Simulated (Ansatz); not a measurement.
# BF2H: the cost of one run

Computed with Ansatz 0.2.0, Gaussian basis. Level: PBE0-D4/def2-TZVP structures, single points in def2-TZVPP, no counterpoise correction.

Levels: SPW92, PBE-D4, BLYP-D4, r2SCAN-D4, B97M-V, PBE0-D4, B3LYP-D4, r2SCAN0-D4, BHLYP-D4, CAM-B3LYP-D4, wB97X-V, wB97M-V, B2PLYP, PBE-QIDH, RPA on PBE, Hartree-Fock, MP2, CCSD, CCSD(T).

Correlated methods freeze the cores. B3LYP uses VWN-RPA correlation. B2PLYP carries no dispersion term here.

94 further runs of the same task are left out: 94 set aside as unsound or not needed.

## Step 1: The system as given

The complex: 6 atoms, charge 0, spin multiplicity 1.

Atoms are counted from 1 here; the program's logs count them from 0.

Bond lengths: B1–F3 1.315 Å, B1–F4 1.315 Å, B1–H6 1.192 Å, F2–H5 0.922 Å. Angles: F3–B1–F4 118.3°, F3–B1–H6 120.8°, F4–B1–H6 120.8°.

Coordinates:

```csv
atom,x (Å),y (Å),z (Å)
B1,-0.3957,0.0135,-0.8289
F2,0.6287,-0.3233,1.5076
F3,0.3585,-0.9168,-1.3708
F4,-1.6016,-0.3196,-0.4252
H5,1.0410,0.3983,1.9061
H6,-0.0307,1.1479,-0.7887
```

Its parts: BHF2 holds atoms 1, 3, 4, 6; HF holds atoms 2, 5. Each part counts its atoms afresh in its own runs.

## Step 2: Relaxing BHF2 alone

The input, relax-a/in.yaml:

```yaml
crystal:
  periodic: [false, false, false]
  atoms:
    - {symbol: B, position_ang: [-0.395734, 0.013518, -0.828897]}
    - {symbol: F, position_ang: [0.358509, -0.916816, -1.370775]}
    - {symbol: F, position_ang: [-1.601617, -0.319564, -0.425243]}
    - {symbol: H, position_ang: [-0.030713, 1.147876, -0.788722]}
basis:
  gaussian: {orbitals: def2-TZVP}
hamiltonian: {xc: pbe0, dispersion: d4}
relax: {f_tol: 0.005, max_steps: 200}
```

Launch:

```bash
$ ansatz run in.yaml --threads 2 --pin off --events-out ev --progress --plain --max-ram 4352MiB
```

**Question.** How long does this run take on 2 threads of Arm Neoverse V1, shared host?

About 6.5 s.
